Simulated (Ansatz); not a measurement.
# BGeC (quartet): the correlation ladder, cc-pVDZ

One table from this session's results is given with a row withheld; the runs are named, their logs left out.

The runs use Ansatz 0.2.0, Gaussian basis; cc-pVDZ, core rule «outside noble gas», up to 16 orbitals frozen.

Plan: UHF; CCSD(T) on ROHF; CCSD(T) on UHF; BCCD(T) on ROHF; CISD as a restricted active space (open shells left free, so some higher excitations enter); CCSDT(Q) on ROHF; CCSDT(Q) on UHF.

29 further runs of the same task are left out: 14 that didn't finish, 15 set aside as unsound or not needed. Runs told in other sessions of the task aren't counted.

### The system

The geometry is a PBE0/def2-TZVP stationary point (not a proven minimum). No spin-orbit coupling is included. The filled d shell of Ge may be among the frozen orbitals whatever the setting's name suggests.

3 atoms, charge 0, spin multiplicity 4.

Atoms are counted from 1 here; the program's logs count them from 0.

Bond lengths: B1–Ge2 1.965 Å, Ge2–C3 1.915 Å. Angles: B1–Ge2–C3 109.9°.

The first run:

File in.yaml:

```yaml
crystal:
  periodic: [false, false, false]
  atoms:
    - {symbol: B, position_ang: [0.000000, -0.942503, 1.578277]}
    - {symbol: Ge, position_ang: [0.000000, 0.265030, 0.028430]}
    - {symbol: C, position_ang: [0.000000, -0.754527, -1.592575]}
basis:
  gaussian: {orbitals: cc-pVDZ}
magnetization: {spin_polarized: true, initial_magnetization: 3}
hamiltonian: {xc: hf}
output: {orbitals: {seedname: orbitals}}
```

Started as:

```sh
> ansatz run in.yaml --threads 1 --pin off --events-out ev --progress --plain --max-ram 2393MiB
```

Among the steps run: UHF; CCSD(T) on ROHF; CCSD(T) on UHF; BCCD(T) on ROHF; CISD as a restricted active space (open shells left free, so some higher excitations enter); CCSDT(Q) on ROHF; CCSDT(Q) on UHF.

One table of the session follows, with a row left open; its other results are not shown here.

It belongs to the step «Misses and costs». 

```
   method  from RCCSDT(Q) (meV)
     RMP2               +2220.8
     UMP2               +2347.0
    RCCSD               +1029.7
    UCCSD                +898.4
 RCCSD(T)                +400.7
 UCCSD(T)                +461.0
  BCCD(T)                +466.2
   RCCSDT                     ?
   UCCSDT                +229.5
RCCSDT(Q)                     0
UCCSDT(Q)                 -19.9
```

Estimate the missing values for RCCSDT.

**Answer.** from RCCSDT(Q) (meV): +212.0. In the column «from RCCSDT(Q) (meV)» it lies between RCCSDT(Q) (0) and UCCSDT (+229.5).

Not comparable, so not listed: CISD as a restricted active space (open shells left free, so some higher excitations enter) (they don't share determinant, frozen orbitals or solution with the rows shown, or repeat one).

Caveats from the session: The determinant of HF (⟨S²⟩ 4.85) is far from a pure spin state, so its energy mixes those of several spin states; that is harmless only where they are near-degenerate. Left out of the table: ROHF, UHF (another determinant or state than the rows shown). Warnings: spin contamination; coupled cluster took another determinant than the lowest; large T1 diagnostic. Restricted and unrestricted rows rest on different reference determinants; a gap between their highest levels can come from leftover correlation error, from unlike frozen cores or from another state.
